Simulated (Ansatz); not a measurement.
**Cl2H2N2W: a ladder of functionals and wavefunction methods**

One table from this session's results is given with a row withheld; the runs are named, their logs left out.

The runs use Ansatz 0.2.0, Gaussian basis; functionals in def2-TZVPP, the program's frozen cores in correlated methods.

Plan: LDA (SPW92), PBE-D4, revPBE-D4, BLYP-D4, r2SCAN-D4, B97M-V, PBE0-D4, B3LYP-D4, r2SCANh-D4, r2SCAN0-D4, HSE06-D4, BHLYP-D4, CAM-B3LYP-D4, LC-ωPBE, ωB97X-V, ωB97M-V, B2PLYP, PBE-QIDH; CCSD(T)/def2-SVP; CCSD(T)/def2-TZVPP; MP2/def2-QZVPP; extrapolation to the limit; RPA on PBE.

## The geometry

The geometry comes from an earlier relaxation with PBE0-D4 in a triple-zeta def2 set; it is a stationary point, not always the lowest conformer. W takes the def2 core potential; no spin-orbit term is included.

SMILES `[NH]=[W](=[NH])([Cl])[Cl]`, 7 atoms, charge 0, spin multiplicity 1.

Atoms are counted from 1 here; the program's logs count them from 0.

Bond lengths: N1–W2 1.737 Å, N1–H6 1.009 Å, W2–N3 1.737 Å, W2–Cl4 2.277 Å, W2–Cl5 2.277 Å, N3–H7 1.009 Å. Angles: W2–N1–H6 155.0°, N1–W2–N3 110.1°, N1–W2–Cl4 107.8°, N1–W2–Cl5 107.8°, N3–W2–Cl4 107.8°, N3–W2–Cl5 107.8°, Cl4–W2–Cl5 115.6°, W2–N3–H7 155.0°.

The first run:

in.yaml reads:

```yaml
crystal:
  periodic: [false, false, false]
  atoms:
    - {symbol: N, position_ang: [-0.887960, -1.163692, -0.413590]}
    - {symbol: W, position_ang: [0.460578, -0.117436, -0.088918]}
    - {symbol: N, position_ang: [-0.098432, 1.383785, 0.583782]}
    - {symbol: Cl, position_ang: [1.770703, -1.134407, 1.471678]}
    - {symbol: Cl, position_ang: [1.476533, 0.344725, -2.073947]}
    - {symbol: H, position_ang: [-1.864584, -1.415618, -0.437744]}
    - {symbol: H, position_ang: [-0.795538, 2.034543, 0.913039]}
basis:
  gaussian: {orbitals: def2-TZVPP}
hamiltonian: {xc: lda}
output: {orbitals: {seedname: orbitals}}
```

Among the steps run: LDA; PBE-D4 (GGA); revPBE-D4 (GGA); BLYP-D4 (GGA); r2SCAN-D4 (meta-GGA); B97M-V (meta-GGA); PBE0-D4 (hybrid); B3LYP-D4 (hybrid); r2SCANh-D4 (hybrid); r2SCAN0-D4 (hybrid); HSE06-D4 (hybrid); BHLYP-D4 (hybrid); CAM-B3LYP-D4 (range-separated); LC-ωPBE-D4 (range-separated; the results give it without D4); ωB97X-V (range-separated); ωB97M-V (range-separated); B2PLYP (double hybrid); PBE-QIDH (double hybrid).

One table of the session follows, with a row left open; its other results are not shown here.

It belongs to the step «Frontier levels by functional». 

| functional | HOMO (eV) | LUMO (eV) | gap (eV) |
| --- | --- | --- | --- |
| LDA (SPW92) | -7.07 | -3.33 | 3.74 |
| PBE-D4 | -6.89 | -3.09 | 3.80 |
| revPBE-D4 | -6.83 | -2.99 | 3.83 |
| BLYP-D4 | -6.74 | -2.96 | 3.77 |
| r2SCAN-D4 | -7.21 | -3.02 | 4.18 |
| B97M-V | -7.26 | -2.97 | 4.29 |
| PBE0-D4 | -8.23 | -2.36 | 5.87 |
| B3LYP-D4 | ? | ? | ? |
| r2SCANh-D4 | -7.70 | -2.74 | 4.96 |
| r2SCAN0-D4 | -8.45 | -2.31 | 6.13 |
| HSE06-D4 | -7.83 | -2.73 | 5.10 |
| BHLYP-D4 | -9.44 | -1.46 | 7.98 |
| CAM-B3LYP-D4 | -9.56 | -1.32 | 8.23 |
| LC-ωPBE | -10.91 | -0.24 | 10.67 |
| ωB97X-V | -10.55 | -0.30 | 10.25 |
| ωB97M-V | -10.43 | -0.33 | 10.10 |

**Question.** Estimate the row for B3LYP-D4.

Worked estimate for «HOMO (eV)». Against the share of exact exchange, BLYP-D4 (0, -6.74), BHLYP-D4 (0.5, -9.44) give a slope of -5.40 per unit share; at 0.2 the line stands at -7.82.

**Answer.** HOMO (eV): -7.98; LUMO (eV): -2.56; gap (eV): 5.42. In «HOMO (eV)» the line misses by +0.16.
